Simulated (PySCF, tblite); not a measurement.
**CH7BSSi2, a small gas-phase stand-in for a defect centre: NMR shifts, core binding energies and electronic excitations**

What NMR shifts, core binding energies and electronic excitations should one expect for `[SiH3]B[C]S[SiH3]`? It is drawn as: twofold C.

Computed with tblite 0.8.0 and PySCF 2.14.0; each step states its level. No surroundings beyond the atoms listed, unless a continuum is named. Atoms count from 0, parts from 1.

## 1. The system as given

12 atoms, charge 0, multiplicity 1; geometry: distance geometry start.

## 2. Relaxing the cluster with GFN2-xTB

Job settings and geometry (Å):

```
{"job": {"kind": "relax", "xc": "GFN2-xTB", "basis": "xTB"}, "charge": 0, "multiplicity": 1}
C      0.460683    -1.210722    -1.158356
S      0.951666    -2.812958    -1.763949
Si     2.771364    -3.201099    -2.876096
B      0.001130     0.087577    -0.375693
Si     0.470280     0.140978     1.517211
H      3.693551    -2.138695    -2.666547
H      3.345786    -4.417897    -2.416703
H      2.459132    -3.312965    -4.244479
H      0.102310     1.081975    -0.939945
H     -0.735823     0.292149     2.268265
H      1.103926    -1.047201     1.892982
H      1.327284     1.248973     1.794850
```

Method: GFN2-xTB geometry optimisation, gas phase.

The run is started by

```
$ OMP_NUM_THREADS=1 python cluster_run.py task.json out
```

The driver reads the jobs from task.json and runs them one after another.

**Question.** The jobs that follow are: PBE0-D3(BJ)/def2-SVP geometry optimisation, gas phase; GIAO PBE0/pcSseg-2 NMR shielding, non-relativistic, gas phase; delta-SCF UKS SCAN, pcX-2 on the ionised atom, pcseg-1 elsewhere, spin-free X2C; TDDFT CAM-B3LYP/def2-SVPD, vertical, gas phase, core orbitals frozen in the response. Predict: point group; rotational constants (main isotopes); ¹³C shifts against TMS (PBE0/pcSseg-2); ¹H shifts against TMS (PBE0/pcSseg-2); ³³S shifts against CS2 (PBE0/pcSseg-2); ²⁹Si shifts against TMS (PBE0/pcSseg-2); ¹¹B shifts against BF3·OEt2 (PBE0/pcSseg-2); Si2p binding energies, SCAN/pcX-2; C1s binding energies, SCAN/pcX-2; S2p binding energies, SCAN/pcX-2; lowest singlet (CAM-B3LYP/def2-SVPD); brightest single state of those computed; lowest triplet; vertical ionisation energy (ΔSCF); vertical electron affinity (ΔSCF).

**Answer**, as computed:

```
                                   quantity                                         value
                                point group                                            C1
       rotational constants (main isotopes)                          4.25, 1.22, 1.11 GHz
     ¹³C shifts against TMS (PBE0/pcSseg-2)                                     255.8 ppm
      ¹H shifts against TMS (PBE0/pcSseg-2)  4.71, 4.62, 4.61, 4.50, 4.46, 3.73, 3.29 ppm
     ³³S shifts against CS2 (PBE0/pcSseg-2)                                        27 ppm
    ²⁹Si shifts against TMS (PBE0/pcSseg-2)                              -48.4, -53.0 ppm
¹¹B shifts against BF3·OEt2 (PBE0/pcSseg-2)                                     -10.7 ppm
          Si2p binding energies, SCAN/pcX-2                     Si2 107.55, Si4 106.54 eV
           C1s binding energies, SCAN/pcX-2                                  C0 290.56 eV
           S2p binding energies, SCAN/pcX-2                                  S1 170.33 eV
       lowest singlet (CAM-B3LYP/def2-SVPD)                   2.89 eV (429 nm), f = 0.001
   brightest single state of those computed                   state 6, 6.20 eV, f = 0.399
                             lowest triplet                                       2.40 eV
          vertical ionisation energy (ΔSCF)                                       8.54 eV
          vertical electron affinity (ΔSCF)                                       0.47 eV
```

**Reading.** The start of the PBE0/def2-SVP relaxation was shaken at random by about 0.01 Å, so part of the energy gained, and of the first lengths quoted, undoes that. The optimisation took 6 steps and gained 0.134 eV; among the close pairs (by a distance rule), B3–Si4 changed most, from 1.976 to 2.048 Å (PBE0/def2-SVP). Hydrogens of an XH3 group are listed apart at this fixed geometry; free rotation makes them one line at their mean. At PBE0/pcSseg-2: Shielding is most anisotropic at S1 (span 366 ppm, paramagnetic term -582 ppm). At SCAN/pcX-2: The Si2p levels kept as sound span 1.02 eV, from Si4 (silicon bonded to B, 3 H) up to Si2 (silicon bonded to S, 3 H). The first singlet state (HOMO→LUMO 0.97) lies at 2.89 eV and is weak; of the 6 states computed, the strongest absorption comes from state 6 at 6.20 eV (the last computed, so partners may be missing). The lowest triplet lies 0.50 eV below the lowest singlet (triplets in Tamm-Dancoff, singlets in full TDDFT). ΔSCF puts the ionisation energy at 8.54 eV, 0.54 eV above −ε(HOMO). A capped cluster stands for the solid here, so long-range fields and strain are missing, and bands or shifts of the capping hydrogens have no counterpart in it.
